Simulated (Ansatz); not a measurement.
# Zn23CdO24: the cost of one run

Program: Ansatz 0.2.0. Level of theory: DFT, PBE, plane-wave PAW, default files, scalar-relativistic, as far as a step names no other. These are calculated values, not measurements.

## (1) Starting point

Symmetry: P1, No. 1, triclinic system. The conventional cell has a = 6.499 Å, b = 8.597 Å, c = 10.411 Å, α = 90.00°, β = 90.00°, γ = 100.89°. Cd (site symmetry 1) is surrounded by 4 O at 1.97 to 1.98 Å. Zn (site symmetry 1) has 4 O at 1.97 to 1.98 Å as nearest neighbours. Only part of the 48 independent sites is listed.

Structure file:

```
Cd Zn O
1.0
     6.49862    0.00000    0.00000
    -4.87396    8.44195    0.00000
     0.00000    0.00000   10.41142
Cd Zn O
1 23 24
Cartesian
  0.0000 1.8760 2.6029
  0.0000 1.8760 7.8086
  -1.6247 4.6900 2.6029
  -1.6247 4.6900 7.8086
  -3.2493 7.5040 2.6029
  -3.2493 7.5040 7.8086
  3.2493 1.8760 2.6029
  3.2493 1.8760 7.8086
  1.6247 4.6900 2.6029
  1.6247 4.6900 7.8086
  0.0000 7.5040 2.6029
  0.0000 7.5040 7.8086
  1.6247 0.9380 0.0000
  1.6247 0.9380 5.2057
  0.0000 3.7520 0.0000
  0.0000 3.7520 5.2057
  -1.6247 6.5660 0.0000
  -1.6247 6.5660 5.2057
  4.8740 0.9380 0.0000
  4.8740 0.9380 5.2057
  3.2493 3.7520 0.0000
  3.2493 3.7520 5.2057
  1.6247 6.5660 0.0000
  1.6247 6.5660 5.2057
  1.6247 0.9380 1.9730
  1.6247 0.9380 7.1787
  0.0000 3.7520 1.9730
  0.0000 3.7520 7.1787
  -1.6247 6.5660 1.9730
  -1.6247 6.5660 7.1787
  4.8740 0.9380 1.9730
  4.8740 0.9380 7.1787
  3.2493 3.7520 1.9730
  3.2493 3.7520 7.1787
  1.6247 6.5660 1.9730
  1.6247 6.5660 7.1787
  0.0000 1.8760 4.5759
  0.0000 1.8760 9.7816
  -1.6247 4.6900 4.5759
  -1.6247 4.6900 9.7816
  -3.2493 7.5040 4.5759
  -3.2493 7.5040 9.7816
  3.2493 1.8760 4.5759
  3.2493 1.8760 9.7816
  1.6247 4.6900 4.5759
  1.6247 4.6900 9.7816
  0.0000 7.5040 4.5759
  0.0000 7.5040 9.7816
```

Atom 1 of the input is the impurity.

## (2) Gradients at the starting positions

Input file input.yaml:

```yaml
crystal:
  lattice:
    - [6.498616, 0.0, 0.0]
    - [-4.873962, 8.4419498181, 0.0]
    - [0.0, 0.0, 10.411418]
  atoms:
    - { symbol: Cd, position: [0.1666666666, 0.2222222222, 0.25] }
    - { symbol: Zn, position: [0.1666666666, 0.2222222222, 0.75] }
    - { symbol: Zn, position: [0.1666666666, 0.5555555556, 0.25] }
    - { symbol: Zn, position: [0.1666666666, 0.5555555556, 0.75] }
    - { symbol: Zn, position: [0.1666666666, 0.8888888889, 0.25] }
    - { symbol: Zn, position: [0.1666666666, 0.8888888889, 0.75] }
    - { symbol: Zn, position: [0.6666666666, 0.2222222222, 0.25] }
    - { symbol: Zn, position: [0.6666666666, 0.2222222222, 0.75] }
    - { symbol: Zn, position: [0.6666666666, 0.5555555556, 0.25] }
    - { symbol: Zn, position: [0.6666666666, 0.5555555556, 0.75] }
    - { symbol: Zn, position: [0.6666666666, 0.8888888889, 0.25] }
    - { symbol: Zn, position: [0.6666666666, 0.8888888889, 0.75] }
    - { symbol: Zn, position: [0.3333333334, 0.1111111111, 0.0] }
    - { symbol: Zn, position: [0.3333333334, 0.1111111111, 0.5] }
    - { symbol: Zn, position: [0.3333333334, 0.4444444444, 0.0] }
    - { symbol: Zn, position: [0.3333333334, 0.4444444444, 0.5] }
    - { symbol: Zn, position: [0.3333333334, 0.7777777778, 0.0] }
    - { symbol: Zn, position: [0.3333333334, 0.7777777778, 0.5] }
    - { symbol: Zn, position: [0.8333333334, 0.1111111111, 0.0] }
    - { symbol: Zn, position: [0.8333333334, 0.1111111111, 0.5] }
    - { symbol: Zn, position: [0.8333333334, 0.4444444444, 0.0] }
    - { symbol: Zn, position: [0.8333333334, 0.4444444444, 0.5] }
    - { symbol: Zn, position: [0.8333333334, 0.7777777778, 0.0] }
    - { symbol: Zn, position: [0.8333333334, 0.7777777778, 0.5] }
    - { symbol: O, position: [0.3333333334, 0.1111111111, 0.189505] }
    - { symbol: O, position: [0.3333333334, 0.1111111111, 0.689505] }
    - { symbol: O, position: [0.3333333334, 0.4444444444, 0.189505] }
    - { symbol: O, position: [0.3333333334, 0.4444444444, 0.689505] }
    - { symbol: O, position: [0.3333333334, 0.7777777778, 0.189505] }
    - { symbol: O, position: [0.3333333334, 0.7777777778, 0.689505] }
    - { symbol: O, position: [0.8333333334, 0.1111111111, 0.189505] }
    - { symbol: O, position: [0.8333333334, 0.1111111111, 0.689505] }
    - { symbol: O, position: [0.8333333334, 0.4444444444, 0.189505] }
    - { symbol: O, position: [0.8333333334, 0.4444444444, 0.689505] }
    - { symbol: O, position: [0.8333333334, 0.7777777778, 0.189505] }
    - { symbol: O, position: [0.8333333334, 0.7777777778, 0.689505] }
    - { symbol: O, position: [0.1666666666, 0.2222222222, 0.439505] }
    - { symbol: O, position: [0.1666666666, 0.2222222222, 0.939505] }
    - { symbol: O, position: [0.1666666666, 0.5555555556, 0.439505] }
    - { symbol: O, position: [0.1666666666, 0.5555555556, 0.939505] }
    - { symbol: O, position: [0.1666666666, 0.8888888889, 0.439505] }
    - { symbol: O, position: [0.1666666666, 0.8888888889, 0.939505] }
    - { symbol: O, position: [0.6666666666, 0.2222222222, 0.439505] }
    - { symbol: O, position: [0.6666666666, 0.2222222222, 0.939505] }
    - { symbol: O, position: [0.6666666666, 0.5555555556, 0.439505] }
    - { symbol: O, position: [0.6666666666, 0.5555555556, 0.939505] }
    - { symbol: O, position: [0.6666666666, 0.8888888889, 0.439505] }
    - { symbol: O, position: [0.6666666666, 0.8888888889, 0.939505] }
kpoints:
  mp_grid: { grid: [3, 2, 2] }
scf:
  occupations: { method: fermi_dirac, width: 0.01 }
hamiltonian:
  xc: pbe
  pseudopotentials: { kind: paw }
output:
  forces: true
  stress: true
  populations: true
  efg:
    quadrupole_moments_barn: { Zn: 0.122, O: -0.02558 }
    contact_densities: true
  write_density: true
  write_potential: true
  elf: true
  volumetric_format: npy
```

Started as:

```sh
$ ansatz run input.yaml --threads 4 --pin off --max-ram 8192MiB --backend cpu --events-out ev --progress --plain --runs-dir out
```

Q: Estimate wall time and peak memory on 4 threads of Arm Neoverse V1, shared host.

About 78 s, with a peak of 3.4 GiB.
